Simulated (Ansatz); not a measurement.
# F2GeH2: the cost of one run

Method: RKS r2SCANh-D4/def2-mTZVP, in Ansatz 0.2.0.

## Step 1: The system as given

Bond lengths: Ge1–H2 1.550 Å, Ge1–H3 1.550 Å, Ge1–F4 1.679 Å, Ge1–F5 1.679 Å. Angles: H2–Ge1–H3 109.5°, H2–Ge1–F4 109.5°, H2–Ge1–F5 109.5°, H3–Ge1–F4 109.5°, H3–Ge1–F5 109.5°, F4–Ge1–F5 109.5°.

Coordinates:

```xyz
5

Ge    0.0000    0.0000    0.0000
H     0.0000    0.0000    1.5500
H     1.4616    0.0000   -0.5162
F    -0.7913    1.3709   -0.5594
F    -0.7913   -1.3709   -0.5594
```

## Step 2: Preparing the start

input.yaml reads:

```yaml
crystal:
  periodic: [false, false, false]
  atoms:
    - { symbol: Ge, position_ang: [0.0, 0.0, 0.0] }
    - { symbol: H, position_ang: [0.0, 0.0, 1.55] }
    - { symbol: H, position_ang: [1.4616, 0.0, -0.5162] }
    - { symbol: F, position_ang: [-0.7913, 1.3709, -0.5594] }
    - { symbol: F, position_ang: [-0.7913, -1.3709, -0.5594] }
basis:
  gaussian: { orbitals: def2-mTZVP }
hamiltonian:
  xc: r2scanh
  dispersion: d4
relax:
  f_tol: 0.02
  max_steps: 40
```

Command:

```console
> ansatz run input.yaml --threads 2 --pin off --max-ram 3072MiB --backend cpu --events-out ev --progress --plain --runs-dir out
```

Q: Estimate wall time and peak memory on 2 threads of Arm Neoverse V2, shared host.

About 10 s, with a peak of 0.15 GiB.
